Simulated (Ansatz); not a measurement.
Born–Oppenheimer molecular dynamics of a periodic cell of 34 atoms, Ba6Ti6AlCl3O18 (surface BaTiO3(111), adsorbate AlCl3). It goes on from the last frame of an earlier run, with new velocities.

Method: DFT PBE-D3(BJ), scalar-relativistic, plane waves, PAW in Ansatz 0.2.0. Settings: accuracy low, PAW set soft_1, cutoff 420 eV, k mesh 2x2x1, fermi-dirac smearing 0.02 eV, no spin polarisation.

```yaml
ensemble: NVE (velocity Verlet)
time_step: 1.5 fs
steps_asked: 140
starting_velocities_drawn_for: 750 K
atoms_held: 1, 2, 5, 13, 14
seed: 647450
```

Frames 7.5 fs apart, positions in Å, forces in eV/Å.

Velocities at 0 fs (Å/ps):

```
Ba 0.00 0.00 0.00
Ti 0.00 0.00 0.00
O -3.04 3.37 15.21
O -15.02 -2.52 11.47
O 0.00 0.00 0.00
Ba 2.21 0.80 0.01
Ti -1.40 1.29 -2.82
O 2.06 4.72 -4.92
O -18.07 -4.80 2.90
O 0.49 2.68 -4.96
Ba 3.18 -2.24 -0.09
Ti -2.17 6.79 -7.88
O 0.00 0.00 0.00
O 0.00 0.00 0.00
O -4.76 -0.07 -3.53
Ba 0.76 -2.28 1.50
Ti 1.40 2.02 -0.63
O -6.38 7.85 -4.50
O 9.84 -4.52 6.61
O 0.60 0.72 1.73
Ba 0.65 -2.91 -1.44
Ti -2.18 -3.34 3.04
O 10.38 5.03 7.15
O 3.02 7.34 2.49
O -5.13 5.87 2.12
Ba -0.24 0.55 1.45
Ti 0.61 1.27 -0.02
O -1.40 -6.74 -1.82
O 0.76 10.25 -3.20
O -1.35 2.05 -12.20
Al -0.66 4.75 -4.53
Cl -1.08 -1.11 -5.03
Cl -5.98 -0.02 3.25
Cl -4.91 9.26 5.08
```

```xyz
34
Lattice="8.9666 0.0000 0.0000 3.6126 8.2067 0.0000 0.0000 0.0000 15.8590" Properties=species:S:1:pos:R:3:forces:R:3 time_fs=0 energy_less_start_eV=0.000 T=750
Ba 0.000 0.000 1.000 0.21 0.14 -0.68
Ti 4.571 4.932 1.401 1.21 -2.09 -2.77
O 4.930 6.542 2.158 0.05 0.66 0.94
O 8.009 1.955 2.344 -0.47 -0.61 0.39
O 6.208 4.084 1.032 -3.02 0.30 0.75
Ba 5.314 1.380 1.678 0.01 -0.55 -0.88
Ti 9.411 6.179 2.492 -1.02 1.58 -1.09
O 10.285 7.324 1.463 0.73 0.15 0.31
O 3.982 4.185 3.009 0.60 -2.19 1.88
O 3.150 4.501 0.327 1.45 0.74 1.09
Ba 1.643 3.051 1.698 0.28 -0.02 -0.12
Ti 6.188 8.144 3.393 -0.53 -0.36 -2.70
O 8.915 4.824 1.446 0.31 1.22 1.83
O 2.641 0.731 1.492 -0.05 -0.08 1.74
O 8.013 7.349 2.879 0.89 -1.16 -0.32
Ba 7.009 4.486 3.374 0.60 0.92 -0.59
Ti 8.012 1.387 4.093 1.10 0.57 0.14
O 8.518 2.831 5.248 0.49 1.00 -0.08
O 6.376 6.801 4.715 -1.00 0.32 0.07
O 0.868 0.664 3.780 0.12 -0.61 0.31
Ba 3.854 6.220 4.729 -0.32 1.23 0.02
Ti 4.303 2.850 4.445 0.47 1.35 -0.36
O 4.319 3.937 6.000 0.84 -0.22 -0.71
O 7.324 -0.108 4.780 0.11 -0.34 -0.22
O 6.111 2.334 4.238 -2.19 0.30 0.19
Ba 8.536 7.759 5.646 0.78 -0.54 0.71
Ti 9.886 4.059 5.379 -1.92 -1.73 1.79
O 3.805 1.165 4.237 -1.23 0.46 0.01
O 9.595 5.599 4.540 -0.01 0.32 -1.32
O 2.177 3.268 4.662 1.87 -0.73 -1.21
Al 4.007 3.604 7.617 -0.41 -0.02 1.39
Cl 4.644 4.762 9.278 0.07 0.30 -0.29
Cl 1.685 4.194 7.665 0.21 0.01 0.11
Cl 4.439 1.600 8.270 -0.21 -0.31 -0.32
34
Lattice="8.9666 0.0000 0.0000 3.6126 8.2067 0.0000 0.0000 0.0000 15.8590" Properties=species:S:1:pos:R:3:forces:R:3 time_fs=7.5 energy_less_start_eV=-0.296 T=829
Ba 0.000 0.000 1.000 0.07 0.03 -0.49
Ti 4.571 4.932 1.401 1.11 -1.65 -0.97
O 4.906 6.572 2.282 -0.18 -0.44 -0.18
O 7.891 1.928 2.426 -0.08 -0.24 -1.49
O 6.208 4.084 1.032 -3.33 0.44 0.67
Ba 5.330 1.385 1.677 -0.02 -0.58 -0.73
Ti 9.395 6.198 2.465 -0.67 1.69 -0.93
O 10.310 7.360 1.433 0.41 -0.10 0.50
O 3.863 4.117 3.052 1.81 -1.05 -0.20
O 3.179 4.533 0.310 1.46 0.65 1.14
Ba 1.667 3.034 1.697 0.07 0.49 -0.09
Ti 6.169 8.189 3.322 -0.12 -1.82 -1.22
O 8.915 4.824 1.446 0.40 0.89 1.62
O 2.641 0.731 1.492 -0.16 -0.12 1.54
O 7.994 7.328 2.845 0.89 -1.00 -0.61
Ba 7.016 4.471 3.384 0.51 1.46 -0.29
Ti 8.029 1.404 4.092 1.19 -0.03 1.74
O 8.481 2.908 5.214 0.75 1.01 0.10
O 6.431 6.777 4.761 -1.24 0.74 -0.59
O 0.874 0.662 3.797 -0.13 -0.09 0.01
Ba 3.858 6.201 4.719 -0.08 1.36 0.22
Ti 4.288 2.833 4.466 -0.21 1.36 -0.06
O 4.409 3.970 6.031 0.36 -0.35 -1.66
O 7.347 -0.060 4.796 -0.17 -0.53 -0.15
O 6.037 2.381 4.257 -1.35 -0.16 0.15
Ba 8.536 7.762 5.658 0.45 -0.56 0.65
Ti 9.882 4.061 5.386 -0.44 -0.90 -0.28
O 3.776 1.127 4.224 -0.87 1.02 0.04
O 9.602 5.671 4.499 0.29 -1.41 -0.38
O 2.189 3.275 4.559 -0.38 0.08 0.60
Al 3.997 3.639 7.600 -0.57 -0.24 1.61
Cl 4.637 4.757 9.239 0.20 0.76 0.25
Cl 1.641 4.194 7.689 0.26 -0.03 -0.17
Cl 4.401 1.666 8.306 -0.20 -0.70 -0.33
34
Lattice="8.9666 0.0000 0.0000 3.6126 8.2067 0.0000 0.0000 0.0000 15.8590" Properties=species:S:1:pos:R:3:forces:R:3 time_fs=15 energy_less_start_eV=-0.051 T=764
Ba 0.000 0.000 1.000 -0.10 -0.05 -0.37
Ti 4.571 4.932 1.401 2.20 -1.25 0.94
O 4.877 6.589 2.401 -0.18 -0.82 -1.20
O 7.770 1.891 2.463 0.33 -0.16 -1.66
O 6.208 4.084 1.032 -3.40 0.48 0.53
Ba 5.347 1.388 1.672 -0.08 -0.43 -0.57
Ti 9.372 6.236 2.428 0.60 0.49 -0.67
O 10.350 7.394 1.418 0.19 -0.10 0.37
O 3.804 4.014 3.089 2.52 0.40 -2.02
O 3.255 4.587 0.328 0.24 0.27 0.17
Ba 1.691 3.020 1.696 -0.17 1.04 0.03
Ti 6.149 8.215 3.236 0.34 -2.40 0.48
O 8.915 4.824 1.446 0.49 0.56 1.34
O 2.641 0.731 1.492 -0.22 -0.16 0.93
O 8.001 7.276 2.792 -0.38 0.10 -0.41
Ba 7.024 4.462 3.393 0.31 1.76 -0.18
Ti 8.059 1.421 4.109 1.23 -0.56 1.91
O 8.466 3.016 5.182 -0.13 -0.12 0.02
O 6.445 6.776 4.789 -1.00 0.64 -0.77
O 0.875 0.656 3.814 -0.48 0.44 -0.28
Ba 3.862 6.187 4.709 -0.01 1.34 0.46
Ti 4.270 2.831 4.487 -1.92 1.23 0.37
O 4.510 3.991 6.015 -0.61 -0.46 0.14
O 7.365 -0.029 4.806 -0.26 -0.22 -0.08
O 5.922 2.422 4.281 1.34 -0.88 -0.19
Ba 8.537 7.763 5.673 0.00 -0.49 0.29
Ti 9.873 4.052 5.390 1.34 0.35 -1.46
O 3.716 1.121 4.212 -0.65 0.47 -0.11
O 9.619 5.699 4.443 0.30 -1.90 0.17
O 2.190 3.282 4.474 -2.12 0.38 1.98
Al 3.976 3.669 7.611 -0.28 -0.09 -0.49
Cl 4.633 4.764 9.205 0.40 1.29 0.90
Cl 1.602 4.194 7.711 0.37 -0.06 -0.29
Cl 4.360 1.722 8.336 -0.19 -1.07 -0.28
34
Lattice="8.9666 0.0000 0.0000 3.6126 8.2067 0.0000 0.0000 0.0000 15.8590" Properties=species:S:1:pos:R:3:forces:R:3 time_fs=22.5 energy_less_start_eV=0.337 T=661
Ba 0.000 0.000 1.000 -0.24 0.00 -0.36
Ti 4.571 4.932 1.401 4.34 -0.90 2.93
O 4.843 6.580 2.479 0.01 -0.54 -1.81
O 7.662 1.849 2.449 1.31 -0.32 0.04
O 6.208 4.084 1.032 -3.28 0.47 0.37
Ba 5.363 1.389 1.665 -0.18 -0.08 -0.48
Ti 9.357 6.278 2.382 2.10 -1.28 -0.51
O 10.396 7.424 1.417 -0.14 -0.19 0.20
O 3.827 3.922 3.062 2.04 1.04 -2.28
O 3.335 4.649 0.349 -1.99 -0.25 -1.71
Ba 1.715 3.009 1.695 -0.40 1.46 0.12
Ti 6.133 8.214 3.157 0.55 -2.67 2.25
O 8.915 4.824 1.446 0.66 0.46 1.12
O 2.641 0.731 1.492 -0.27 -0.09 0.04
O 7.995 7.229 2.726 -1.91 1.34 0.02
Ba 7.034 4.459 3.402 0.05 1.72 -0.28
Ti 8.103 1.433 4.146 0.52 -0.48 0.08
O 8.446 3.120 5.152 -1.12 -1.41 -0.05
O 6.425 6.796 4.791 -0.60 0.45 -0.73
O 0.861 0.665 3.822 -0.45 0.61 -0.52
Ba 3.866 6.178 4.701 -0.03 1.34 0.69
Ti 4.232 2.842 4.511 -2.17 0.51 0.19
O 4.590 3.998 6.001 -1.42 -0.32 1.29
O 7.374 -0.006 4.814 -0.22 -0.01 0.16
O 5.849 2.434 4.299 2.30 -1.20 -0.30
Ba 8.539 7.762 5.689 -0.37 -0.39 -0.14
Ti 9.877 4.048 5.380 1.22 1.93 -0.66
O 3.635 1.131 4.197 -0.38 0.12 -0.16
O 9.645 5.666 4.392 0.11 -1.20 0.21
O 2.127 3.300 4.450 -0.83 -0.32 1.25
Al 3.950 3.697 7.615 0.03 0.01 -1.41
Cl 4.635 4.790 9.183 0.47 1.46 1.08
Cl 1.569 4.192 7.729 0.52 -0.07 -0.35
Cl 4.315 1.761 8.363 -0.20 -1.21 -0.28
34
Lattice="8.9666 0.0000 0.0000 3.6126 8.2067 0.0000 0.0000 0.0000 15.8590" Properties=species:S:1:pos:R:3:forces:R:3 time_fs=30 energy_less_start_eV=0.227 T=689
Ba 0.000 0.000 1.000 -0.17 0.18 -0.48
Ti 4.571 4.932 1.401 4.64 -1.11 2.56
O 4.808 6.553 2.498 0.16 -0.08 -1.83
O 7.598 1.796 2.433 2.16 -0.17 1.02
O 6.208 4.084 1.032 -3.14 0.56 0.27
Ba 5.378 1.389 1.657 -0.38 0.32 -0.40
Ti 9.363 6.307 2.332 1.10 -1.53 -0.08
O 10.437 7.447 1.422 -0.62 -0.52 0.11
O 3.918 3.862 2.963 0.88 0.58 -0.69
O 3.354 4.704 0.317 -2.19 -0.24 -1.76
Ba 1.738 3.004 1.694 -0.44 1.57 0.03
Ti 6.123 8.183 3.102 0.62 -2.65 3.15
O 8.915 4.824 1.446 0.92 0.71 1.02
O 2.641 0.731 1.492 -0.40 0.06 -0.64
O 7.931 7.221 2.659 -0.91 0.80 0.03
Ba 7.045 4.463 3.409 -0.26 1.45 -0.48
Ti 8.152 1.439 4.185 -0.71 -0.16 -1.22
O 8.393 3.180 5.121 -0.29 -1.32 0.30
O 6.385 6.831 4.768 -0.34 0.25 -0.57
O 0.833 0.692 3.812 0.15 0.24 -0.70
Ba 3.870 6.175 4.696 -0.01 1.50 0.76
Ti 4.172 2.859 4.537 0.39 -0.70 -1.17
O 4.624 3.993 6.025 -1.66 -0.17 0.66
O 7.375 0.015 4.827 -0.20 -0.29 0.47
O 5.842 2.408 4.308 -0.22 -0.59 0.16
Ba 8.539 7.759 5.704 -0.53 -0.15 -0.50
Ti 9.892 4.065 5.364 -1.81 2.43 1.35
O 3.542 1.148 4.176 0.12 0.54 0.14
O 9.675 5.594 4.347 -0.10 0.13 -0.18
O 2.043 3.304 4.464 2.40 -1.72 -0.90
Al 3.924 3.726 7.594 0.20 0.01 -0.20
Cl 4.643 4.838 9.177 0.24 1.11 0.59
Cl 1.544 4.190 7.741 0.63 -0.03 -0.44
Cl 4.268 1.782 8.385 -0.24 -1.00 -0.38
34
Lattice="8.9666 0.0000 0.0000 3.6126 8.2067 0.0000 0.0000 0.0000 15.8590" Properties=species:S:1:pos:R:3:forces:R:3 time_fs=37.5 energy_less_start_eV=0.129 T=715
Ba 0.000 0.000 1.000 0.14 0.37 -0.69
Ti 4.571 4.932 1.401 2.87 -1.55 -0.52
O 4.779 6.524 2.457 0.26 0.36 -1.15
O 7.605 1.738 2.450 2.06 0.18 1.01
O 6.208 4.084 1.032 -2.90 0.69 0.26
Ba 5.392 1.391 1.647 -0.53 0.65 -0.29
Ti 9.380 6.319 2.280 -0.97 -1.17 0.43
O 10.457 7.452 1.431 -0.85 -0.64 -0.05
O 4.038 3.822 2.841 -0.29 -0.14 1.20
O 3.305 4.752 0.232 -0.17 0.06 0.39
Ba 1.758 3.006 1.694 -0.28 1.39 -0.13
Ti 6.119 8.123 3.081 0.61 -1.75 2.73
O 8.915 4.824 1.446 1.06 0.96 0.90
O 2.641 0.731 1.492 -0.60 0.12 -0.70
O 7.840 7.239 2.593 1.24 -0.46 -0.04
Ba 7.054 4.474 3.414 -0.60 1.08 -0.76
Ti 8.193 1.444 4.210 -1.72 -0.22 -1.47
O 8.333 3.198 5.100 1.25 -0.37 0.85
O 6.333 6.875 4.726 -0.16 -0.04 -0.33
O 0.811 0.727 3.779 0.79 -0.44 -0.67
Ba 3.874 6.178 4.693 -0.02 1.58 0.61
Ti 4.115 2.868 4.549 1.91 -1.46 -2.18
O 4.603 3.983 6.069 -1.19 0.07 -1.04
O 7.370 0.027 4.857 -0.10 -0.58 0.60
O 5.832 2.362 4.322 -1.66 0.00 0.42
Ba 8.536 7.756 5.718 -0.52 0.29 -0.72
Ti 9.889 4.106 5.360 -1.98 -0.01 0.71
O 3.453 1.181 4.161 0.66 0.53 0.40
O 9.702 5.526 4.295 -0.28 1.26 -0.53
O 2.027 3.257 4.457 1.74 -0.63 -0.22
Al 3.901 3.754 7.570 0.02 -0.18 1.98
Cl 4.655 4.902 9.180 -0.06 0.61 -0.03
Cl 1.528 4.187 7.746 0.57 0.08 -0.51
Cl 4.216 1.789 8.401 -0.27 -0.64 -0.48
```

Of the whole run (210 fs, mean temperature of the second half 693 K): The conserved energy stayed within 0.16 meV per atom of its start (net change -0.05 meV per atom), so the integration is sound. A run of 0.21 ps of so small a system gives no equilibrium averages. Limits of this set-up: thin slab, slab without dipole correction, a typed lattice constant that wasn't relaxed here, low accuracy level.

Run time: 45 min on 4 threads of Arm Neoverse N1, on a shared host, peak memory 4 GiB.
